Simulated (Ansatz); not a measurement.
**C₂H₉BOSi: one species, many methods**

The task here is to estimate one member of a computed series from the others.

Method: functionals in def2-TZVPP, the program's frozen cores in correlated methods; program: Ansatz 0.2.0, Gaussian basis.

Levels to be run: LDA (SPW92), PBE-D4, revPBE-D4, BLYP-D4, r2SCAN-D4, B97M-V, PBE0-D4, B3LYP-D4, r2SCANh-D4, r2SCAN0-D4, HSE06-D4, BHLYP-D4, CAM-B3LYP-D4, LC-ωPBE, ωB97X-V, ωB97M-V, B2PLYP, PBE-QIDH; CCSD(T)/def2-SVP; CCSD(T)/def2-TZVPP; MP2/def2-QZVPP; extrapolation to the limit; RPA on PBE.

### The relaxed structure

The geometry comes from an earlier relaxation with PBE0-D4 in a triple-zeta def2 set; it is a stationary point, not always the lowest conformer.

SMILES `CBC[SiH2]O`, 14 atoms, charge 0, spin multiplicity 1.

Atoms are counted from 1 here; the program's logs count them from 0.

Bond lengths: C1–B2 1.559 Å, C1–H6 1.097 Å, C1–H7 1.098 Å, C1–H8 1.092 Å, B2–C3 1.545 Å, B2–H9 1.203 Å, C3–Si4 1.868 Å, C3–H10 1.096 Å, C3–H11 1.095 Å, Si4–O5 1.651 Å, Si4–H12 1.490 Å, Si4–H13 1.490 Å, O5–H14 0.958 Å. Angles: B2–C1–H6 110.5°, B2–C1–H7 108.9°, B2–C1–H8 115.3°, H6–C1–H7 104.5°, H6–C1–H8 108.8°, H7–C1–H8 108.3°, C1–B2–C3 123.3°, C1–B2–H9 118.0°, C3–B2–H9 118.7°, B2–C3–Si4 110.9°, B2–C3–H10 113.3°, B2–C3–H11 113.7°, Si4–C3–H10 104.0°, Si4–C3–H11 104.2°, H10–C3–H11 109.9°, C3–Si4–O5 106.1°, C3–Si4–H12 110.8°, C3–Si4–H13 111.3° and more.

The first run:

File in.yaml:

```yaml
crystal:
  periodic: [false, false, false]
  atoms:
    - {symbol: C, position_ang: [-1.337375, 0.873703, 1.561436]}
    - {symbol: B, position_ang: [0.145636, 0.674911, 1.121992]}
    - {symbol: C, position_ang: [0.646356, -0.577591, 0.367620]}
    - {symbol: Si, position_ang: [0.491393, -0.348772, -1.479520]}
    - {symbol: O, position_ang: [1.042532, -1.747505, -2.161595]}
    - {symbol: H, position_ang: [-1.728272, 1.822061, 1.173696]}
    - {symbol: H, position_ang: [-1.372341, 0.988215, 2.652882]}
    - {symbol: H, position_ang: [-2.020105, 0.069234, 1.279459]}
    - {symbol: H, position_ang: [0.925513, 1.562958, 1.348919]}
    - {symbol: H, position_ang: [0.051485, -1.475118, 0.574219]}
    - {symbol: H, position_ang: [1.709200, -0.790579, 0.523199]}
    - {symbol: H, position_ang: [-0.926836, -0.101357, -1.864955]}
    - {symbol: H, position_ang: [1.295866, 0.813273, -1.950328]}
    - {symbol: H, position_ang: [1.063848, -1.792833, -3.118221]}
basis:
  gaussian: {orbitals: def2-TZVPP}
hamiltonian: {xc: lda}
output: {orbitals: {seedname: orbitals}}
```

Among the steps run: LDA; PBE-D4 (GGA); revPBE-D4 (GGA); BLYP-D4 (GGA); r2SCAN-D4 (meta-GGA); B97M-V (meta-GGA); PBE0-D4 (hybrid); B3LYP-D4 (hybrid); r2SCANh-D4 (hybrid); r2SCAN0-D4 (hybrid); HSE06-D4 (hybrid); BHLYP-D4 (hybrid); CAM-B3LYP-D4 (range-separated); LC-ωPBE (range-separated); ωB97X-V (range-separated); ωB97M-V (range-separated); B2PLYP (double hybrid); PBE-QIDH (double hybrid).

One table of the session follows, with a row left open; its other results are not shown here.

It belongs to the step «Orbital energies across the functionals». 

| functional | HOMO (eV) | gap (eV) |
| --- | --- | --- |
| LDA (SPW92) | -7.15 | 5.04 |
| PBE-D4 | -7.08 | 5.23 |
| revPBE-D4 | -7.04 | 5.31 |
| BLYP-D4 | -7.01 | 5.33 |
| r2SCAN-D4 | -7.44 | 5.97 |
| B97M-V | -7.53 | 5.99 |
| PBE0-D4 | -8.56 | 7.69 |
| B3LYP-D4 | -8.37 | 7.28 |
| r2SCANh-D4 | -7.99 | 6.85 |
| r2SCAN0-D4 | -8.79 | 8.14 |
| HSE06-D4 | -8.16 | 6.90 |
| BHLYP-D4 | -9.88 | 10.04 |
| CAM-B3LYP-D4 | ? | ? |
| LC-ωPBE | -11.36 | 12.77 |
| ωB97X-V | -11.03 | 12.32 |
| ωB97M-V | -10.88 | 11.91 |

Estimate the missing values for CAM-B3LYP-D4.

As computed: HOMO (eV): -10.02; gap (eV): 10.23. In the column «HOMO (eV)» it lies between ωB97M-V (-10.88) and BHLYP-D4 (-9.88).
